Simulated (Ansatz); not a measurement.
# H2MoSi: the cost of one run

Method: def2-TZVPP, core rule «outside noble gas», up to 9 orbitals frozen; program: Ansatz 0.2.0, Gaussian basis.

To be run: UHF; CCSD(T) on RHF; CCSDT(Q) on RHF; CASSCF and NEVPT2, 12 electrons in 12 orbitals.

1 further run of the same task is left out (for a known fault of the program).

## (1) What is computed

The geometry is a PBE0/def2-TZVP stationary point (not a proven minimum). No spin-orbit coupling is included. Elements past krypton take def2 core potentials.

4 atoms, charge 0, spin multiplicity 1.

Atoms are counted from 1 here; the program's logs count them from 0.

Bond lengths: Mo1–Si2 2.251 Å, Si2–H3 1.510 Å, Si2–H4 1.510 Å. Angles: Mo1–Si2–H3 128.9°, Mo1–Si2–H4 128.9°, H3–Si2–H4 102.2°.

## (2) UHF

in.yaml

```yaml
crystal:
  periodic: [false, false, false]
  atoms:
    - {symbol: Mo, position_ang: [0.000000, 0.000000, 0.552711]}
    - {symbol: Si, position_ang: [0.000000, 0.000000, -1.698098]}
    - {symbol: H, position_ang: [0.000000, 1.174407, -2.646551]}
    - {symbol: H, position_ang: [0.000000, -1.174407, -2.646551]}
basis:
  gaussian: {orbitals: def2-TZVPP}
magnetization: {spin_polarized: true, initial_magnetization: 0}
hamiltonian: {xc: hf}
output: {orbitals: {seedname: orbitals}}
```

Run with:

```sh
$ ansatz run in.yaml --threads 1 --pin off --events-out ev --progress --plain --max-ram 2816MiB --backend cpu
```

**Question.** How long does this run take on 1 thread of AMD EPYC 7R13, shared host, and how much memory does it need?

About 70 s, with a peak of 0.34 GiB.
